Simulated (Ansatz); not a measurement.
**C₂H₇BFN: one species, many methods**

How much do the methods differ for C₂H₇BFN? The plan is to run it at one geometry with functionals of several rungs and with coupled cluster. The yardstick is the atomisation energy at the CCSD(T) limit.

The runs use Ansatz 0.2.0, Gaussian basis; functionals in def2-TZVPP, the program's frozen cores in correlated methods.

Plan: PBE-D4, r2SCAN-D4, PBE0-D4, B3LYP-D4, ωB97X-V, ωB97M-V, B2PLYP; CCSD(T)/def2-TZVPP; MP2/def2-QZVPP; extrapolation to the limit.

## 1. The relaxed structure

All runs share one geometry, relaxed beforehand with PBE0-D4 in a triple-zeta def2 set.

SMILES `CBNCF`, 12 atoms, charge 0, spin multiplicity 1.

Atoms are counted from 1 here; the program's logs count them from 0.

Bond lengths: C1–B2 1.564 Å, C1–H6 1.095 Å, C1–H7 1.093 Å, C1–H8 1.095 Å, B2–N3 1.400 Å, B2–H9 1.201 Å, N3–C4 1.413 Å, N3–H10 1.010 Å, C4–F5 1.388 Å, C4–H11 1.094 Å, C4–H12 1.091 Å. Angles: B2–C1–H6 110.0°, B2–C1–H7 114.5°, B2–C1–H8 110.4°, H6–C1–H7 108.0°, H6–C1–H8 105.4°, H7–C1–H8 108.1°, C1–B2–N3 122.0°, C1–B2–H9 121.6°, N3–B2–H9 116.4°, B2–N3–C4 125.7°, B2–N3–H10 119.9°, C4–N3–H10 114.3°, N3–C4–F5 111.2°, N3–C4–H11 111.7°, N3–C4–H12 109.3°, F5–C4–H11 106.2°, F5–C4–H12 107.7°, H11–C4–H12 110.7°.

## 2. PBE-D4 (GGA)

in.yaml

```yaml
crystal:
  periodic: [false, false, false]
  atoms:
    - {symbol: C, position_ang: [-1.879773, 0.266818, -0.596379]}
    - {symbol: B, position_ang: [-0.321763, 0.131939, -0.605195]}
    - {symbol: N, position_ang: [0.397831, -0.225343, 0.540947]}
    - {symbol: C, position_ang: [1.804805, -0.323938, 0.633634]}
    - {symbol: F, position_ang: [2.343695, 0.783282, 1.274666]}
    - {symbol: H, position_ang: [-2.170015, 1.276407, -0.906998]}
    - {symbol: H, position_ang: [-2.347462, 0.063984, 0.370931]}
    - {symbol: H, position_ang: [-2.325749, -0.405376, -1.337213]}
    - {symbol: H, position_ang: [0.320889, 0.317267, -1.602890]}
    - {symbol: H, position_ang: [-0.087849, -0.380014, 1.412685]}
    - {symbol: H, position_ang: [2.112205, -1.194543, 1.219851]}
    - {symbol: H, position_ang: [2.230187, -0.365683, -0.369937]}
basis:
  gaussian: {orbitals: def2-TZVPP}
hamiltonian: {xc: pbe, dispersion: d4}
output: {forces: true, orbitals: {seedname: orbitals}}
```

Command:

```sh
ansatz run in.yaml --threads 4 --pin off --events-out ev --progress --plain --max-ram 10444MiB
```

After this run come: r2SCAN-D4 (meta-GGA); PBE0-D4 (hybrid); B3LYP-D4 (hybrid); ωB97X-V (range-separated); ωB97M-V (range-separated); B2PLYP (double hybrid); CCSD(T) in def2-TZVPP; MP2 in def2-QZVPP.

**Question.** What will the summary of the whole plan be? Wanted: atomisation energy, CCSD(T)/CBS; farthest; mean size of error, hybrid; mean size of error, range-separated; gap, smallest and largest; T1 diagnostic; triples share of the correlation energy.

The runs gave:

| quantity | value |
| --- | --- |
| atomisation energy, CCSD(T)/CBS | 4624.9 kJ/mol |
| functionals within 23.1 kJ/mol (0.5 %) | B2PLYP |
| farthest | PBE-D4 (+121.6 kJ/mol) |
| mean size of error, hybrid | 35.5 kJ/mol |
| mean size of error, range-separated | 30.3 kJ/mol |
| gap, smallest and largest | 6.48 eV (PBE-D4), 13.44 eV (ωB97X-V) |
| T1 diagnostic | 0.0116 |
| triples share of the correlation energy | 3.5 % |

What this shows: PBE-D4 misses by +121.6 kJ/mol. Double hybrids carry the basis error of their MP2 part in triple zeta, and no dispersion term here, so their miss is partly the set-up's. The reference freezes the cores and leaves out relativity and excitations past (T), so misses under about 23.1 kJ/mol can't be ranked. Hartree-Fock recovers 74 % of the binding; the rest is correlation. Orbital gaps span 6.5 to 13.4 eV; exact exchange widens them.
